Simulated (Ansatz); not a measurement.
# Nd2ScCl2: the cost of one run

Computed with Ansatz 0.2.0 (DFT PBE, scalar-relativistic, plane waves, PAW; 4f electrons in the core of a trivalent norm-conserving potential, unless a step's input says otherwise).

### 1 The system as given

Symmetry: P6/mmm, No. 191, hexagonal system. The conventional cell has a = 4.453 Å, b = 4.453 Å, c = 8.086 Å, α = 90.00°, β = 90.00°, γ = 120.00°. Nd (site symmetry 6mm) has 1 Sc at 2.59 Å and 1 Nd at 2.90 Å in its first shell of neighbours. Sc (site symmetry 6/mmm) has 6 Cl at 2.57 Å and 2 Nd at 2.59 Å in its first shell of neighbours. Around Cl (site symmetry -6m2) lie 3 Cl at 2.57 Å and 3 Sc at 2.57 Å.

As a file:

```cif
data_structure
_symmetry_space_group_name_H-M 'P6/mmm'
_symmetry_Int_Tables_number 191
_cell_length_a 4.4531
_cell_length_b 4.4531
_cell_length_c 8.0862
_cell_angle_alpha 90.000
_cell_angle_beta 90.000
_cell_angle_gamma 120.000
_cell_volume 138.87
loop_
_atom_site_label
_atom_site_type_symbol
_atom_site_symmetry_multiplicity
_atom_site_Wyckoff_symbol
_atom_site_fract_x
_atom_site_fract_y
_atom_site_fract_z
_atom_site_occupancy
Nd1 Nd 2 e 0.00000 0.00000 0.82081 1
Sc1 Sc 1 b 0.00000 0.00000 0.50000 1
Cl1 Cl 2 d 0.33333 0.66667 0.50000 1
```

Recipe of the guess: random cell by space group and Wyckoff sites (P6/mmm, No. 191). Lengths come from tabulated atomic sizes and are only a guess.

### 2 A first look at the guess

File input.yaml:

```yaml
crystal:
  lattice:
    - [4.45314533, 0.0, 0.0]
    - [-2.22657267, 3.85653698, 0.0]
    - [0.0, 0.0, 8.08624263]
  atoms:
    - { symbol: Nd, position: [0.0, 0.0, 0.82080743] }
    - { symbol: Nd, position: [0.0, 0.0, 0.17919257] }
    - { symbol: Sc, position: [0.0, 0.0, 0.5] }
    - { symbol: Cl, position: [0.33333333, 0.66666667, 0.5] }
    - { symbol: Cl, position: [0.66666667, 0.33333333, 0.5] }
basis:
  ecutwfc: 660
kpoints:
  mp_grid: { grid: [6, 6, 2] }
hamiltonian:
  xc: pbe
  pseudopotentials:
    kind: paw
    azcp: { Nd: "pseudopotentials/pbe/nc/lanthanide_3plus/Nd.nc.azcp" }
scf:
  occupations: { method: gaussian, width: 0.1 }
  lower_state_search: "off"
output:
  forces: true
  stress: true
  eigenvalues: true
```

On the command line:

```sh
$ ansatz run input.yaml --threads 1 --pin off --max-ram 2560MiB --backend cpu --events-out ev --progress --plain --runs-dir out
```

What time and memory should one allow on 1 thread of Arm Neoverse N1, shared host?

About 14 s, with a peak of 0.46 GiB.
